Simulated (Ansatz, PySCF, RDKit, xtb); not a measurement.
**CH4OSb−: from the formula to a structure**

Task: start from the formula CH4OSb− (charge -1), draw up candidate structures, narrow them down in stages, and characterise the one that lies lowest at 298.15 K.

The funnel: GFN2-xTB relaxations, single points with a density functional, relaxations at B3LYP-D3(BJ)/def2-SVPD, harmonic vibrations, and a last energy at a higher level. All values are calculated.

3 further runs of the same task are left out: 3 set aside as unsound or not needed.

### 1 Drawing up candidates

All bonding patterns within simple valence rules are listed by program: one Lewis structure each, at most two rings and one unusual centre or charged pair. O–O, O–halogen and N–halogen bonds and N–N–N chains are not drawn. That gives 10 candidates.

```tsv
label	SMILES	spin
c050	[CH3][SbH][O-]	singlet
c171	[O-][CH2][SbH2]	singlet
c311	[CH2-][O][SbH2]	singlet
c325	C[O][SbH-]	singlet
c428	[CH2-][SbH2+][O-]	singlet
c690	O[CH2][SbH-]	singlet
c866	[CH3][Sb-][OH]	singlet
c900	[CH2-][SbH][OH]	singlet
c927	O[CH-][SbH2]	singlet
c999	[O-][CH-][SbH3+]	singlet
```

Candidates are built by distance geometry, with a force field where one applies, in up to four conformers (letters a to d). 6 starts with atoms placed at random are added, to find patterns that the rules miss.

Q: Predict the outcome of this search (final energies at CCSD(T)/def2-SVPD + MP2/def2-TZVPPD - MP2/def2-SVPD).

| quantity | value |
| --- | --- |
| lowest structure found | [CH3][Sb-][OH], singlet, C1 |
| next finalist | [CH3][SbH][O-], singlet, 9.1 kcal/mol higher in G |
| share at equilibrium, among the finalists | 100.0 % |
| harmonic wavenumbers, lowest and highest (B3LYP-D3(BJ)/def2-SVPD) | 103 and 3869 cm⁻¹ |
| rotational constants, same geometry | 0.2712, 0.1895, 0.1153 cm⁻¹ |
| HOMO energy (PBE0/def2-TZVPD) | 0.73 eV |
| LUMO energy (PBE0/def2-TZVPD) | 3.72 eV |
| HOMO–LUMO gap (to an unbound level, set by the basis) (PBE0/def2-TZVPD) | 2.99 eV |
| lowest excitation (TD-CAM-B3LYP/def2-SVPD) | 1.83 eV (f = 0.001) |
| strongest of the states computed, same level | 5.07 eV (f = 0.182) |
| lowest triplet excitation, same level, Tamm-Dancoff | 1.28 eV |
| vertical detachment energy | 1.05 eV |
| vertical triplet less singlet | +1.25 eV |

The lowest structure found is `[CH3][Sb-][OH]`. The margin of 9.1 kcal/mol over the next finalist is beyond the usual error of the last level; it says nothing of structures that weren't ranked. HF/STO-3G, r2SCAN-D4/def2-SVPD, B3LYP-D3(BJ)/def2-SVPD, HF/def2-SVPD and MP2/def2-SVPD already put its bonding pattern lowest among the structures in one piece; GFN2-xTB favours the singlet O[CH2][SbH-] (c690a, not a finalist). Spin-orbit coupling, which matters for elements this heavy, is left out. In an anion, excitations above the detachment energy lie in the continuum and hang on the basis, so they needn't be bound states. Lowest found is not proven lowest: the search is finite, and each finalist counts with one conformer. Patterns outside the rules of the enumeration were met only by chance.
